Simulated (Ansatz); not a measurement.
# GaH5O3: the cost of one run

Method: RKS r2SCAN/def2-SVP, in Ansatz 0.2.0.

## 1. The structure to begin with

Bond lengths: Ga1–O2 2.140 Å, O2–H3 1.010 Å, Ga1–O4 1.790 Å, O4–H5 1.010 Å, Ga1–O6 1.790 Å, O6–H7 1.010 Å. Angles: Ga1–O2–H3 109.5°, O2–Ga1–O4 120.0°, O2–Ga1–O6 120.0°, O4–Ga1–O6 120.0°, Ga1–O4–H5 109.5°, Ga1–O6–H7 109.5°.

Coordinates:

```xyz
9

Ga    0.0000    0.0000    0.0000
O     0.0000    0.0000    2.1400
H    -0.9095   -0.2814    2.4771
O     1.5501    0.0000   -0.8950
H     1.8500   -0.9519   -1.0499
O    -1.5501    0.0000   -0.8950
H    -2.0598   -0.8467   -0.6865
H     0.0838    1.7726    0.5897
H     0.0648    1.3714    1.5381
```

## 2. A restrained relaxation towards end A

Springs on the bonds that form and break draw the guess towards this end; the thresholds are loose.

File input.yaml:

```yaml
crystal:
  periodic: [false, false, false]
  atoms:
    - { symbol: Ga, position_ang: [0.0, 0.0, 0.0] }
    - { symbol: O, position_ang: [0.0, 0.0, 2.14] }
    - { symbol: H, position_ang: [-0.9095, -0.2814, 2.4771] }
    - { symbol: O, position_ang: [1.5501, 0.0, -0.895] }
    - { symbol: H, position_ang: [1.85, -0.9519, -1.0499] }
    - { symbol: O, position_ang: [-1.5501, 0.0, -0.895] }
    - { symbol: H, position_ang: [-2.0598, -0.8467, -0.6865] }
    - { symbol: H, position_ang: [0.0838, 1.7726, 0.5897] }
    - { symbol: H, position_ang: [0.0648, 1.3714, 1.5381] }
basis:
  gaussian: { orbitals: def2-SVP }
hamiltonian:
  xc: r2scan
relax:
  f_tol: 0.15
  max_steps: 25
  restrain:
    - { distance: [0, 7], at: 2.77, k: 30.0 }
    - { distance: [8, 1], at: 2.21, k: 30.0 }
    - { distance: [0, 1], at: 1.79, k: 30.0 }
    - { distance: [8, 7], at: 0.66, k: 30.0 }
```

Run with:

```bash
$ ansatz run input.yaml --threads 4 --pin off --max-ram 5120MiB --backend cpu --events-out ev --progress --plain --runs-dir out
```

Q: Estimate wall time and peak memory on 4 threads of Arm Neoverse V2, shared host.

About 20 s, with a peak of 0.17 GiB.
